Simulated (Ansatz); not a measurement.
Run this with Ansatz's Python interface and show what comes out.

Script `relaxed_scan_c2h4sn.py`:
```python
"""Relaxed scan of one distance in C2H4Sn."""

import ansatz
from ase import Atoms
import numpy as np


def main() -> None:
    atoms = Atoms(["C", "C", "Sn", "H", "H", "H", "H"], positions=[
        (-0.8955, -1.9828, 0.2005),
        (-0.424, -0.8605, 0.0804),
        (0.4562, 1.0199, -0.1192),
        (-1.3296, -2.8757, 0.2794),
        (0.1854, 1.6495, -1.7243),
        (-0.1728, 2.1237, 1.0935),
        (2.2415, 0.858, 0.1441),
    ])
    geometry = ansatz.Crystal.molecule_from_ase(atoms)

    base = geometry.calculation().basis(gaussian="def2-SVP").functional("PBE0")
    symbols = [site.symbol for site in geometry.cartesian_sites]
    pairs = [(0, 1), (0, 3), (1, 2), (2, 4), (2, 5), (2, 6)]
    print("held (A)   E (eV)        ", "  ".join(f"{symbols[i]}{i}-{symbols[j]}{j}" for i, j in pairs))
    for length in [1.67, 1.81, 1.96, 2.17, 2.45]:
        report = base.relax(constraints=[ansatz.DistanceConstraint((2, 6), at=length)], force_tolerance=0.02, max_steps=60).run().report
        xyz = np.array(report["positions_ang"])
        print(f"{length:6.2f} {report['free_energy_ev']:14.5f}  ", "  ".join(f"{np.linalg.norm(xyz[i] - xyz[j]):.3f}" for i, j in pairs))


if __name__ == "__main__":
    main()
```

Output of `python relaxed_scan_c2h4sn.py`:
```text
held (A)   E (eV)         C0-C1  C0-H3  C1-Sn2  Sn2-H4  Sn2-H5  Sn2-H6
DeckWarning: relax.constraints: the input's atoms, or those drawn, lie off the distances that are held; a relaxation that starts there is brought onto them ahead of its first SCF, by positions alone, an atom by 7.09e-2 Å at the most. With the symmetry [...]
  1.67    -7963.43656   1.217  1.076  2.094  1.708  1.708  1.670
  1.81    -7963.38361   1.217  1.076  2.092  1.708  1.708  1.810
  1.96    -7963.12443   1.217  1.076  2.090  1.707  1.707  1.960
  2.17    -7962.59599   1.217  1.076  2.087  1.706  1.706  2.170
  2.45    -7961.81402   1.218  1.076  2.083  1.705  1.705  2.450
```
(Warnings from the package without file and line, shortened, repeats left out.)

What to keep in mind:
- Total energies depend on the basis set; only differences at equal settings carry meaning.
- The energies are electronic: no zero-point or thermal terms, and the basis set is short of its limit.
- def2 sets replace the cores of elements past krypton by effective core potentials.
- Run time: 90 s on 1 thread of Arm Neoverse V2 (shared host), peak memory 0.22 GiB.
